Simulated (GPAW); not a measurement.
Crystal: MoI.

```
CELL_PARAMETERS angstrom
0.00000 3.17885 3.17885
3.17885 0.00000 3.17885
3.17885 3.17885 0.00000
ATOMIC_POSITIONS crystal
Mo 0.00000 0.00000 0.00000
I 0.75000 0.75000 0.75000
```

The cell was built by a generator and needn't be a form met in nature.

Base run:

- Program: GPAW 26.7.0
- Functional: LDA
- Potentials or basis: the program's PAW data sets (release 1.2.1) made for this functional
- Cutoff: 600 eV
- Basis: pw
- k mesh: 7 × 7 × 7
- Occupations: fermi-dirac, width 0.05 eV
- Spin: no spin polarisation

Its results: pressure -11.2 GPa.

The run is repeated on the same cell with these changes: functional from LDA to PBEsol; potentials or basis from the program's PAW data sets (release 1.2.1) made for this functional to PAW data sets generated in the run's folder for this functional. What comes out?

Pressure -9.8 GPa.

Caveats: an odd number of electrons without spin polarisation forces a metal; a magnetic or distorted state may lie lower.

Not every run made on this cell is shown here.
